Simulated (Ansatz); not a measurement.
Working through a geometry optimisation of GeH7NOSi, SMILES [NH2][GeH2][SiH2]O

With the Python package of Ansatz (0.2.0).

Run as a notebook:

In [1]:
```python
import itertools

import ansatz as az
from ase.data import atomic_numbers, covalent_radii
import numpy as np
```

In [2]:
```python
config = {
    "basis": "def2-SVP",
    "functional": "pbe",
}

GEOMETRY = """
N    -1.50800    1.09000   -0.13170
Ge    0.21310    0.80840   -0.61880
Si    0.92740   -1.09550    0.44340
O     0.04930   -2.41730    0.00300
H    -1.56420    1.28850    0.87070
H    -1.82680    2.05440   -0.59310
H     0.33960    0.61230   -2.14780
H     1.13260    2.03420   -0.20160
H     0.88750   -0.88160    1.95450
H     2.35550   -1.36340    0.09420
H    -0.94060   -2.18720    0.34780
"""
```

In [3]:
```python
geometry = az.Crystal.molecule()
for line in GEOMETRY.strip().splitlines():
    symbol, *xyz = line.split()
    geometry = geometry.atom(symbol, [float(v) for v in xyz])
```

In [4]:
```python
job = (
    geometry.calculation()
    .basis(gaussian=config["basis"])
    .functional(config["functional"])
)
symbols = [site.symbol for site in geometry.cartesian_sites]
start = np.array([site.position_ang for site in geometry.cartesian_sites], dtype=float)
summary = job.relax(force_tolerance=0.02).run().report
end = np.array(summary["positions_ang"])
```

In [5]:
```python
for key in ("converged", "free_energy_ev", "reference_energy_ev", "n_frozen", "n_occupied", "n_virtual"):
    print(f"{key:22s} {summary[key]}")
```
```text
converged              True
free_energy_ev         -68018.8714003128
reference_energy_ev    -68018.8714003128
n_frozen               0
n_occupied             [34, 34]
n_virtual              [79, 79]
```

In [6]:
```python
# pairs closer than 1.2 times the sum of covalent radii, before or after
radius = [covalent_radii[atomic_numbers[s]] for s in symbols]
span = lambda where, i, j: np.linalg.norm(where[i] - where[j])
bonded = [(i, j) for i, j in itertools.combinations(range(len(symbols)), 2) if min(span(start, i, j), span(end, i, j)) < 1.2 * (radius[i] + radius[j])]
print("pair        before    after (A)")
for i, j in bonded:
    print(f"{symbols[i]}{i}-{symbols[j]}{j}".ljust(10), f"{span(start, i, j):8.4f} {span(end, i, j):8.4f}")
for first, second in list(itertools.combinations(bonded, 2)):
    shared = set(first) & set(second)
    if shared and symbols[(j := shared.pop())] != "H":
        i, k = sorted((set(first) | set(second)) - {j})
        u, v = end[i] - end[j], end[k] - end[j]
        angle = np.degrees(np.arccos(np.clip(u @ v / np.linalg.norm(u) / np.linalg.norm(v), -1, 1)))
        print(f"final angle {symbols[i]}{i}-{symbols[j]}{j}-{symbols[k]}{k}: {angle:.2f} deg")
```
```text
pair        before    after (A)
N0-Ge1       1.8107   1.9138
N0-H4        1.0234   1.0284
N0-H5        1.1156   1.0277
Ge1-Si2      2.2942   2.4140
Ge1-H6       1.5467   1.5552
Ge1-H7       1.5881   1.5585
Si2-O3       1.6469   1.6742
Si2-H8       1.5267   1.5074
Si2-H9       1.4944   1.5054
O3-H10       1.0732   1.0082
final angle Ge1-N0-H4: 112.12 deg
final angle Ge1-N0-H5: 112.68 deg
final angle N0-Ge1-Si2: 93.57 deg
final angle N0-Ge1-H6: 105.25 deg
final angle N0-Ge1-H7: 110.24 deg
final angle H4-N0-H5: 106.77 deg
final angle Si2-Ge1-H6: 116.60 deg
final angle Si2-Ge1-H7: 120.70 deg
final angle Ge1-Si2-O3: 97.29 deg
final angle Ge1-Si2-H8: 112.41 deg
final angle Ge1-Si2-H9: 112.93 deg
final angle H6-Ge1-H7: 108.28 deg
final angle O3-Si2-H8: 113.28 deg
final angle O3-Si2-H9: 112.85 deg
final angle Si2-O3-H10: 106.68 deg
final angle H8-Si2-H9: 107.95 deg
```

In [7]:
```python
charges = summary["charge_distribution"]
dipole = np.array(charges["dipole_moment_e_ang"]) * 4.803205
print("dipole (D): {:.3f} {:.3f} {:.3f}, length {:.3f}".format(*dipole, np.linalg.norm(dipole)))
print("atom  Mulliken   Lowdin")
for symbol, m, l in zip(symbols, charges["mulliken_charges_e"], charges["lowdin_charges_e"]):
    print(f"{symbol:4s} {m:9.3f} {l:8.3f}")
with open("geh7nosi_opt.xyz", "w") as handle:
    handle.write(f"{len(symbols)}\nrelaxed GeH7NOSi\n")
    handle.writelines(f"{s:2s} {x:11.6f} {y:11.6f} {z:11.6f}\n" for s, (x, y, z) in zip(symbols, end))
```
```text
dipole (D): -0.743 2.676 -0.797, length 2.889
atom  Mulliken   Lowdin
N       -0.380    0.065
Ge       0.192    0.015
Si       0.377    0.192
O       -0.373    0.039
H        0.131    0.015
H        0.133    0.012
H       -0.046   -0.046
H       -0.051   -0.052
H       -0.084   -0.087
H       -0.079   -0.084
H        0.179   -0.069
```

`geh7nosi_opt.xyz`, as written:
```text
11
relaxed GeH7NOSi
N    -1.415189    0.641171   -0.230143
Ge    0.459416    0.929750   -0.485573
Si    1.075646   -1.163913    0.545986
O    -0.466459   -1.805107    0.663083
H    -1.789265    1.194941    0.551510
H    -1.970398    0.886092   -1.059559
H     0.651753    1.030573   -2.025555
H     0.887593    2.286528    0.150524
H     1.743677   -0.971004    1.883391
H     1.990418   -1.994555   -0.313959
H    -1.101792   -1.091675    0.340894
```

Reading the output:
- Total energies depend on the basis set; only differences at equal settings carry meaning.
- The end point is the stationary point reached from this start; no frequency run checks that it is a minimum, and the basis set is modest.
- The Löwdin charges here are taken after orthogonalising the functions within each atom; they differ from plain Löwdin charges, and their signs can be unphysical.
- It ran for 86 s on 1 thread of Arm Neoverse V2 (shared host), peak memory 0.23 GiB.

(Lines on the test bed's own set-up are left out of the output.)
